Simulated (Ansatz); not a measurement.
# SiW: convergence with the k mesh

Aim: hold SiW and all else fixed and vary the k mesh, to see how far energy and properties move.

Program: Ansatz 0.2.0. Level of theory: DFT PBE, with the methods named in each step. These are calculated values, not measurements.

2 further runs of the same task are left out: 1 that didn't finish, 1 set aside as unsound or not needed.

**1. The starting structure**

It takes space group Fm-3m (No. 225, cubic). The conventional cell has a = 5.026 Å, b = 5.026 Å, c = 5.026 Å, α = 90.00°, β = 90.00°, γ = 90.00°. W (site symmetry m-3m) has 6 Si at 2.51 Å as nearest neighbours. Around Si (site symmetry m-3m) lie 6 W at 2.51 Å.

Coordinates:

```
CELL_PARAMETERS angstrom
0.00000 2.51285 2.51285
2.51285 0.00000 2.51285
2.51285 2.51285 0.00000
ATOMIC_POSITIONS crystal
W 0.00000 0.00000 0.00000
Si 0.50000 0.50000 0.50000
```

The cell was relaxed by PAW from a hypothetical start (rocksalt type); it needn't be the stable phase of this composition.

Atoms are numbered in the order of the input: W1, Si2.

**2. With k mesh [4, 4, 4]**

Contents of input.yaml:

```yaml
crystal:
  lattice:
    - [0.0, 2.5128451315, 2.5128451315]
    - [2.5128451315, 0.0, 2.5128451315]
    - [2.5128451315, 2.5128451315, 0.0]
  atoms:
    - { symbol: W, position: [0.0, 0.0, 0.0] }
    - { symbol: Si, position: [0.5, 0.5, 0.5] }
kpoints:
  mp_grid: { grid: [4, 4, 4] }
scf:
  occupations: { method: fermi_dirac, width: 0.05 }
hamiltonian:
  xc: pbe
  pseudopotentials: { kind: all_electron, lapw: { basis_error: 0.001 } }
output:
  forces: true
  stress: true
  eigenvalues: true
```

**3. With k mesh [4, 4, 4], PAW files**

input.yaml, as its differences from that of step 2:

```diff
@@ -14,3 +14,3 @@
   xc: pbe
-  pseudopotentials: { kind: all_electron, lapw: { basis_error: 0.001 } }
+  pseudopotentials: { kind: paw }
 output:
@@ -19 +19,2 @@
   eigenvalues: true
+  efg: { contact_densities: true }
```

**4. With k mesh [7, 7, 7]**

input.yaml, as its differences from that of step 3:

```diff
@@ -9,3 +9,3 @@
 kpoints:
-  mp_grid: { grid: [4, 4, 4] }
+  mp_grid: { grid: [7, 7, 7] }
 scf:
@@ -14,3 +14,3 @@
   xc: pbe
-  pseudopotentials: { kind: paw }
+  pseudopotentials: { kind: all_electron, lapw: { basis_error: 0.001 } }
 output:
@@ -19,2 +19 @@
   eigenvalues: true
-  efg: { contact_densities: true }
```

**5. With k mesh [7, 7, 7], PAW files**

input.yaml, as its differences from that of step 4:

```diff
@@ -14,3 +14,3 @@
   xc: pbe
-  pseudopotentials: { kind: all_electron, lapw: { basis_error: 0.001 } }
+  pseudopotentials: { kind: paw }
 output:
@@ -19 +19,2 @@
   eigenvalues: true
+  efg: { contact_densities: true }
```

**6. With k mesh [10, 10, 10]**

input.yaml, as its differences from that of step 5:

```diff
@@ -9,3 +9,3 @@
 kpoints:
-  mp_grid: { grid: [7, 7, 7] }
+  mp_grid: { grid: [10, 10, 10] }
 scf:
@@ -14,3 +14,3 @@
   xc: pbe
-  pseudopotentials: { kind: paw }
+  pseudopotentials: { kind: all_electron, lapw: { basis_error: 0.001 } }
 output:
@@ -19,2 +19 @@
   eigenvalues: true
-  efg: { contact_densities: true }
```

**7. With k mesh [10, 10, 10], PAW files**

input.yaml, as its differences from that of step 6:

```diff
@@ -14,3 +14,3 @@
   xc: pbe
-  pseudopotentials: { kind: all_electron, lapw: { basis_error: 0.001 } }
+  pseudopotentials: { kind: paw }
 output:
@@ -19 +19,2 @@
   eigenvalues: true
+  efg: { contact_densities: true }
```

**8. With k mesh [20, 20, 20]**

input.yaml, as its differences from that of step 7:

```diff
@@ -9,3 +9,3 @@
 kpoints:
-  mp_grid: { grid: [10, 10, 10] }
+  mp_grid: { grid: [20, 20, 20] }
 scf:
@@ -14,3 +14,3 @@
   xc: pbe
-  pseudopotentials: { kind: paw }
+  pseudopotentials: { kind: all_electron, lapw: { basis_error: 0.001 } }
 output:
@@ -19,2 +19 @@
   eigenvalues: true
-  efg: { contact_densities: true }
```

**9. With k mesh [20, 20, 20], PAW files**

input.yaml, as its differences from that of step 8:

```diff
@@ -14,3 +14,3 @@
   xc: pbe
-  pseudopotentials: { kind: all_electron, lapw: { basis_error: 0.001 } }
+  pseudopotentials: { kind: paw }
 output:
@@ -19 +19,2 @@
   eigenvalues: true
+  efg: { contact_densities: true }
```

(Steps that only read results are left out.)

Q: Predict the outcome of this session. Wanted: energy error of the loosest run; pressure, lowest to highest.

The runs gave:

| quantity | value |
| --- | --- |
| energy error of the loosest run (LAPW) | -33.8 meV/atom |
| within 1 meV/atom from | no run before the tightest |
| pressure, lowest to highest (LAPW) | -0.90 to -0.11 GPa |

In words: The loosest usable run is off by 33.8 meV/atom from the tightest; even the run before the tightest is more than 1 meV/atom away, so the sweep hasn't shown convergence. Without a gap the Fermi surface must be resolved, so the energy converges slowly and unevenly with the mesh. The pressure spans 0.79 GPa (LAPW). The tightest run took 74 s against 4.3 s for the loosest. Spin-orbit coupling is left out, though the cell holds W; in elements this heavy it can shift bands and gaps by tenths of an eV.
